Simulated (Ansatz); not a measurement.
A first try at vertical spin-state energies of CH5BrFNSi, SMILES C[Si](N)(F)Br, using Ansatz 0.2.0, Python API.

Input file `ch5brfnsi.xyz`:
```text
10

C    -1.34350    0.28990    0.20430
Si    0.43300    0.24750    0.15960
N     0.99150   -0.99750   -0.83910
F     1.06900   -0.06980    1.61760
Br    1.31760    2.12170   -0.58550
H    -1.80690    0.54400   -0.80330
H    -1.71810    1.13440    0.85830
H    -1.79110   -0.58490    0.54520
H     2.03630   -0.86370   -0.85290
H     0.89530   -1.87290   -0.30100
```

`ch5brfnsi_spin.py`
```python
"""Vertical spin-state energies of CH5BrFNSi."""

from dataclasses import dataclass

import ansatz as az


@dataclass
class RunConfig:
    basis_set: str = "def2-TZVP"
    xc: str = "r2SCAN"


settings = RunConfig()

molecule = az.Crystal.molecule_from_extxyz("ch5brfnsi.xyz")

job = (
    molecule.calculation()
    .basis(gaussian=settings.basis_set)
    .functional(settings.xc)
)
found = {}
for unpaired in [0, 2]:
    report = job.spin("collinear", total=unpaired).run().report
    s = unpaired / 2
    found[unpaired] = report["energy"]
    print(f"2S+1 = {unpaired + 1}: E = {found[unpaired]:.5f} eV, <S^2> = {abs(report['mean_field']['state']['spin_squared']):.3f} (pure state {s * (s + 1):.2f})")
lowest = min(found, key=found.get)
for unpaired, e in found.items():
    print(f"multiplicity {unpaired + 1}: {96.485332 * (e - found[lowest]):.1f} kJ/mol above the lowest")
```

```console
$ python ch5brfnsi_spin.py
Traceback (most recent call last):
  File "ch5brfnsi_spin.py", line 27, in <module>
    found[unpaired] = report["energy"]
                      ~~~~~~^^^^^^^^^^
KeyError: 'energy'
```

Find the fault and give the corrected script.

The fault: the report has no such key (the free energy stands under free_energy_ev). The correction:

```diff
--- before
+++ after
@@ -26,3 +26,3 @@
     s = unpaired / 2
-    found[unpaired] = report["energy"]
+    found[unpaired] = report["free_energy_ev"]
     print(f"2S+1 = {unpaired + 1}: E = {found[unpaired]:.5f} eV, <S^2> = {abs(report['mean_field']['state']['spin_squared']):.3f} (pure state {s * (s + 1):.2f})")
```

The mended script runs so:

Running `python ch5brfnsi_spin.py` prints:
```text
2S+1 = 1: E = -83252.64337 eV, <S^2> = 0.000 (pure state 0.00)
2S+1 = 3: E = -83245.71046 eV, <S^2> = 2.005 (pure state 2.00)
multiplicity 1: 0.0 kJ/mol above the lowest
multiplicity 3: 668.9 kJ/mol above the lowest
```

Total energies depend on the basis set; only differences at equal settings carry meaning. The geometry is a force-field or estimated start, not a minimum of this method, and the basis set is short of its limit. All parts are taken at fixed geometry, without zero-point energy. It ran for 2 min on 1 thread of Arm Neoverse V1 (shared host), peak memory 0.55 GiB.

(Lines on the test bed's own set-up are left out of the output.)
